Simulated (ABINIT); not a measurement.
Crystal: SnSe2.

```
Sn Se
1.0
     3.81100    0.00000    0.00000
    -1.90550    3.30042    0.00000
     0.00000    0.00000    6.13600
Sn Se
1 2
Direct
  0.00000 0.00000 0.00000
  0.66667 0.33333 0.75100
  0.33333 0.66667 0.24900
```

Base run:

* Program: ABINIT 10.8.3 (patched build)
* Functional: RPBE
* Potentials or basis: JTH PAW PBE v2.0
* Cutoff: 707 eV
* k mesh: 8 × 8 × 5
* Occupations: fermi-dirac, width 0.05 eV
* Spin: no spin polarisation

Its results: band gap on the k mesh 0.89 eV, indirect (least direct gap 1.24 eV); pressure 7.2 GPa; largest force 0.832 eV/Å.

Question: After a change of settings the same cell gave: band gap on the k mesh 0.78 eV, indirect (least direct gap 1.08 eV); pressure 2.6 GPa; largest force 0.511 eV/Å. Which change was it?
A. functional from RPBE to r2SCAN
B. functional from RPBE to revPBE
C. functional from RPBE to AM05
D. functional from RPBE to PW91

Answer: C.

AM05 binds more tightly than RPBE, so the same cell stands under less pressure.

Caveats: the PAW data sets were made with another functional, which shifts forces and pressure a little; spin-orbit coupling is left out, which moves the levels of the heavy elements; this functional lacks dispersion, which binds the layers, so the pressure and a relaxed spacing across them are unreliable.
